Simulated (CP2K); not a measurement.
The system is BiS.

```
Bi S
1.0
     4.26444    0.00000    0.00000
     2.17787    3.66638    0.00000
     2.17787    1.23945    3.45052
Bi S
1 1
Direct
  0.00000 0.00000 0.00000
  0.50000 0.50000 0.50000
```

The cell was built by a generator and needn't be a form met in nature.

* Program: CP2K 2026.2
* Task: single point
* Functional: PBE
* Potentials or basis: POTENTIAL_UZH Bi GTH-PBE-q5, S GTH-PBE-q6; TZVP-MOLOPT-PBE-GTH basis
* Density cutoff: 6123 eV
* k mesh: 8 × 8 × 8
* Occupations: fermi-dirac, width 0.05 eV
* Spin: no spin polarisation

On this cell: pressure -0.7 GPa; largest force under 0.003 eV/Å; band gap on the k mesh none (metal or under the smearing width).

The same run follows on a disturbed copy (atoms moved at random, drawn with an rms of 0.05 Å):

```
CELL_PARAMETERS angstrom
4.26444 0.00000 0.00000
2.17787 3.66638 0.00000
2.17787 1.23945 3.45052
ATOMIC_POSITIONS crystal
Bi 0.00889 0.00180 0.00096
S 0.51394 0.48407 0.50640
```

Q: What does the disturbed cell give?

A: The energy (extrapolated to zero smearing) moves by +1.3 meV/atom; pressure -0.6 GPa; largest force 0.085 eV/Å; band gap on the k mesh none (metal or under the smearing width).

Forces in eV/Å, atoms in the order of the input:
```
Bi  -0.012 -0.081  0.023
S    0.012  0.081 -0.023
```

Stress tensor (GPa, compression positive):
```
-0.36  0.21  0.13
 0.21 -0.69  0.13
 0.13  0.13 -0.67
```

Caveats: spin-orbit coupling is left out, which moves the levels of the heavy elements; the basis of atomic orbitals isn't converged, which shifts pressures, moduli and gaps.
